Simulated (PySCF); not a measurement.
The system is FSiGeH5, in a box.

```
F Si Ge H
1.0
    13.00000    0.00000    0.00000
     0.00000   13.00000    0.00000
     0.00000    0.00000   14.00000
F Si Ge H
1 1 1 5
Direct
  0.35253 0.58914 0.47247
  0.46421 0.55094 0.43866
  0.54287 0.45459 0.56340
  0.45033 0.48735 0.35146
  0.52586 0.64355 0.41442
  0.55675 0.52078 0.65340
  0.64947 0.41813 0.52974
  0.47803 0.35968 0.58890
```

Base run:

| Quantity | Value |
| --- | --- |
| Program | PySCF 2.14.0 |
| Functional | CAM-B3LYP |
| Potentials or basis | def2-svp (all-electron) |
| k mesh | 1 × 1 × 1 |
| Occupations | fixed |
| Spin | no spin polarisation |

Its results: gap between the frontier levels 10.54 eV.

Question: The run is repeated on the same cell with these changes: functional from CAM-B3LYP to PBE. What comes out?

Answer: Gap between the frontier levels 6.02 eV.

CAM-B3LYP gives the wider gap, since exact exchange removes part of the self-interaction.

Caveats: this is a molecule in a periodic box at the Γ point, so its band gap is the HOMO-LUMO gap; relativity is left out, which matters for the heavier elements; the basis of atomic orbitals isn't converged, which shifts pressures, moduli and gaps.

